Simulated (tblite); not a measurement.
# C2H5F3OSi: the cost of one run

Computed with tblite 0.8.0 and PySCF 2.14.0, with density-fitted response routines of our own, on a single molecule in the gas phase. Atoms count from 0, in the outputs and in this text.

### 1 The molecule as given

12 atoms, charge 0, multiplicity 1; geometry from: force field or distance geometry start.

Bonds of the start (Å): F0–C1 1.37, C1–F2 1.37, C1–O3 1.37, O3–C4 1.39, C4–F5 1.40, C4–Si6 1.87, C1–H7 1.13, C4–H8 1.08, Si6–H9 1.48, Si6–H10 1.47, Si6–H11 1.47.

### 2 Relaxing the molecule with GFN2-xTB

Job settings and geometry (Å):

```
{"job": {"kind": "relax", "xc": "GFN2-xTB", "basis": "xTB"}, "charge": 0, "multiplicity": 1}
F     -1.754700     1.898200     0.928500
C     -1.692500     0.789700     0.117500
F     -2.630100     0.826100    -0.878700
O     -0.437100     0.521300    -0.367300
C      0.121700    -0.673900     0.055000
F      0.370200    -1.418900    -1.099100
Si     1.774600    -0.230400     0.817800
H     -1.978700    -0.075700     0.791800
H     -0.466700    -1.294700     0.717900
H      1.671500    -0.047600     2.278100
H      2.717800    -1.309900     0.486100
H      2.305100     1.015000     0.232800
```

Started as:

```console
OMP_NUM_THREADS=1 python probes_run.py task.json out
```

The driver reads the jobs from task.json and runs them one after another.

**Question.** How long does this first job take on 1 thread of Arm Neoverse N1, shared host?

About 1.1 s.
